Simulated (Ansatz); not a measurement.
**CH4BFO2: a ladder of functionals and wavefunction methods**

How much do the methods differ for CH4BFO2? The plan is to run it at one geometry with functionals of several rungs and with coupled cluster. The yardstick is the atomisation energy at the CCSD(T) limit.

Computed with Ansatz 0.2.0, Gaussian basis. Level: functionals in def2-TZVPP, the program's frozen cores in correlated methods.

Levels to be run: LDA (SPW92), PBE-D4, revPBE-D4, BLYP-D4, r2SCAN-D4, B97M-V, PBE0-D4, B3LYP-D4, r2SCANh-D4, r2SCAN0-D4, HSE06-D4, BHLYP-D4, CAM-B3LYP-D4, LC-ωPBE, ωB97X-V, ωB97M-V, B2PLYP, PBE-QIDH; CCSD(T)/def2-SVP; CCSD(T)/def2-TZVPP; MP2/def2-QZVPP; extrapolation to the limit; RPA on PBE.

**1. Structure used throughout**

All runs share one geometry, relaxed beforehand with PBE0-D4 in a triple-zeta def2 set.

9 atoms, charge 0, spin multiplicity 1.

Atoms are counted from 1 here; the program's logs count them from 0.

Bond lengths: O1–B2 1.348 Å, O1–H6 0.963 Å, B2–O3 1.370 Å, B2–H7 1.196 Å, O3–C4 1.380 Å, C4–F5 1.369 Å, C4–H8 1.092 Å, C4–H9 1.095 Å. Angles: B2–O1–H6 112.8°, O1–B2–O3 119.3°, O1–B2–H7 119.5°, O3–B2–H7 121.3°, B2–O3–C4 120.6°, O3–C4–F5 109.5°, O3–C4–H8 108.5°, O3–C4–H9 111.6°, F5–C4–H8 107.8°, F5–C4–H9 107.6°, H8–C4–H9 111.8°.

Geometry (Å):

```mol
CH4BFO2
  3D, bonds by distance, orders not assigned

  9  8  0  0  0  0  0  0  0  0999 V2000
    0.3272    1.6128    1.5870 O   0  0
    0.2666    0.4246    0.9529 B   0  0
   -0.2953    0.3592   -0.2954 O   0  0
   -0.2854   -0.8225   -1.0081 C   0  0
    0.8279   -0.8661   -1.8041 F   0  0
   -0.0245    2.3360    1.0578 H   0  0
    0.6852   -0.5545    1.4970 H   0  0
   -1.1616   -0.8426   -1.6591 H   0  0
   -0.2516   -1.6931   -0.3451 H   0  0
  1  2  8  0
  2  3  8  0
  3  4  8  0
  4  5  8  0
  1  6  8  0
  2  7  8  0
  4  8  8  0
  4  9  8  0
M  END
```

**2. LDA**

This LDA is Slater exchange with PW92 correlation.

File in.yaml:

```yaml
crystal:
  periodic: [false, false, false]
  atoms:
    - {symbol: O, position_ang: [0.327236, 1.612800, 1.586982]}
    - {symbol: B, position_ang: [0.266610, 0.424639, 0.952892]}
    - {symbol: O, position_ang: [-0.295333, 0.359150, -0.295377]}
    - {symbol: C, position_ang: [-0.285366, -0.822466, -1.008114]}
    - {symbol: F, position_ang: [0.827894, -0.866052, -1.804111]}
    - {symbol: H, position_ang: [-0.024491, 2.335966, 1.057769]}
    - {symbol: H, position_ang: [0.685173, -0.554518, 1.497023]}
    - {symbol: H, position_ang: [-1.161639, -0.842627, -1.659076]}
    - {symbol: H, position_ang: [-0.251586, -1.693092, -0.345087]}
basis:
  gaussian: {orbitals: def2-TZVPP}
hamiltonian: {xc: lda}
output: {orbitals: {seedname: orbitals}}
```

Started as:

```console
$ ansatz run in.yaml --threads 2 --pin off --events-out ev --progress --plain --max-ram 4352MiB
```

Further steps of the session: PBE-D4 (GGA); revPBE-D4 (GGA); BLYP-D4 (GGA); r2SCAN-D4 (meta-GGA); B97M-V (meta-GGA); B3LYP-D4 (hybrid); r2SCANh-D4 (hybrid); r2SCAN0-D4 (hybrid); HSE06-D4 (hybrid); BHLYP-D4 (hybrid); CAM-B3LYP-D4 (range-separated); LC-ωPBE (range-separated); ωB97X-V (range-separated); ωB97M-V (range-separated); B2PLYP (double hybrid); PBE-QIDH (double hybrid); CCSD(T) in def2-SVP; CCSD(T) in def2-TZVPP; MP2 in def2-QZVPP; RPA on PBE orbitals.

Before running them: what should the planned runs give, taken together? Wanted: atomisation energy, CCSD(T)/CBS; farthest beyond LDA; mean size of error, GGA; mean size of error, meta-GGA; mean size of error, hybrid; mean size of error, range-separated; mean size of error, double hybrid; gap, smallest and largest; T1 diagnostic.

**Answer**, as computed:

| quantity | value |
| --- | --- |
| atomisation energy, CCSD(T)/CBS | 882.5 kcal/mol |
| functionals within 4.4 kcal/mol (0.5 %) | BLYP-D4, B97M-V, PBE0-D4, B3LYP-D4, r2SCANh-D4, HSE06-D4, LC-ωPBE, ωB97X-V, ωB97M-V |
| farthest beyond LDA | BHLYP-D4 (-34.8 kcal/mol) |
| mean size of error, GGA | 10.9 kcal/mol |
| mean size of error, meta-GGA | 2.5 kcal/mol |
| mean size of error, hybrid | 9.2 kcal/mol |
| mean size of error, range-separated | 3.7 kcal/mol |
| mean size of error, double hybrid | 6.4 kcal/mol |
| gap, smallest and largest | 7.06 eV (LDA (SPW92)), 15.01 eV (LC-ωPBE) |
| T1 diagnostic | 0.0127 |
| triples share of the correlation energy | 3.3 % |

In words: The LDA atomisation energy is off by 148.2 kcal/mol (17 %): it overbinds. PBE-D4 misses by +24.4 kcal/mol. Double hybrids carry the basis error of their MP2 part in triple zeta, and no dispersion term here, so their miss is partly the set-up's. The rungs meta-GGA, range-separated miss on average by less than the doubt on the reference (4.4 kcal/mol), so they tie. Misses under about 4.4 kcal/mol are within the doubt on the reference itself, which lacks core-valence correlation, relativity and higher excitations. Hartree-Fock recovers 72 % of the binding; the rest is correlation. CCSD(T) in def2-SVP is off by -41.8 kcal/mol, which most functionals beat. Orbital gaps span 7.1 to 15.0 eV; exact exchange widens them.
